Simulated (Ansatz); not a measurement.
## CH₅BTe, SMILES B[Te]C: a rigid scan of one bond length, step by step

With the Python package of Ansatz (0.2.0).

Run as a notebook:

```python
import ansatz as az
import numpy as np
```

```python
geometry_ang = [
    ("B", (-0.6186, 1.1906, -1.0211)),
    ("Te", (-1.4414, -0.045, 0.5996)),
    ("C", (0.4492, -0.9706, 0.7928)),
    ("H", (-0.6362, 0.8653, -2.1535)),
    ("H", (-0.1664, 2.2691, -0.7998)),
    ("H", (1.2411, -0.1894, 1.0628)),
    ("H", (0.7881, -1.4625, -0.1436)),
    ("H", (0.4764, -1.7147, 1.6071)),
]
system = az.Crystal.molecule()
for symbol, xyz in geometry_ang:
    system = system.atom(symbol, xyz)
```

```python
symbols = [site.symbol for site in system.cartesian_sites]
start = np.array([site.position_ang for site in system.cartesian_sites])
axis = (start[0] - start[1]) / np.linalg.norm(start[0] - start[1])
moving = [0, 3, 4]
lengths, energies = [1.87, 2.02, 2.2, 2.42, 2.75, 3.3, 3.96, 4.84], []
for length in lengths:
    xyz = start.copy()
    xyz[moving] += (length - np.linalg.norm(start[0] - start[1])) * axis
    point = az.Crystal.molecule()
    for symbol, xyz in zip(symbols, xyz):
        point = point.atom(symbol, xyz.tolist())
    setup = point.calculation().basis(gaussian="def2-SVP").functional("HF")
    summary = setup.run().report
    energies.append(summary["free_energy_ev"])
    print(f"r = {length:6.3f} A  E = {energies[-1]:.5f} eV  <S^2> = {abs(summary['mean_field']['state']['spin_squared']):.3f}")
```

    r =  1.870 A  E = -9042.69759 eV  <S^2> = 0.000
    r =  2.020 A  E = -9043.70818 eV  <S^2> = 0.000
    r =  2.200 A  E = -9044.08468 eV  <S^2> = 0.000
    r =  2.420 A  E = -9043.89993 eV  <S^2> = 0.000
    r =  2.750 A  E = -9043.10372 eV  <S^2> = 0.000
    r =  3.300 A  E = -9041.60346 eV  <S^2> = 0.000
    r =  3.960 A  E = -9040.17485 eV  <S^2> = 0.000
    r =  4.840 A  E = -9038.93039 eV  <S^2> = 0.000

```python
print("energy above the lowest point (eV):", [round(e - min(energies), 3) for e in energies])
```

    energy above the lowest point (eV): [1.387, 0.376, 0.0, 0.185, 0.981, 2.481, 3.91, 5.154]

Total energies depend on the basis set; only differences at equal settings carry meaning. The rest of the molecule is held rigid at a force-field or estimated start geometry, and the basis set is modest; single-reference methods fail as a bond breaks. def2 sets replace the cores of elements past krypton by effective core potentials. Hartree-Fock leaves correlation out, so bond, atomisation and ionisation energies come out well too low. The orbitals are restricted, so S² is zero by construction. Toward dissociation an unrestricted state can lie under the restricted one, by tenths of an eV for polar bonds under a functional and by 1 to 2 eV or more for others. Run time: 8.7 s on 1 thread of Intel(R) Xeon(R) 6975P-C (Granite Rapids) (shared host), peak memory 0.21 GiB.

(Lines on the test bed's own set-up are left out of the output.)
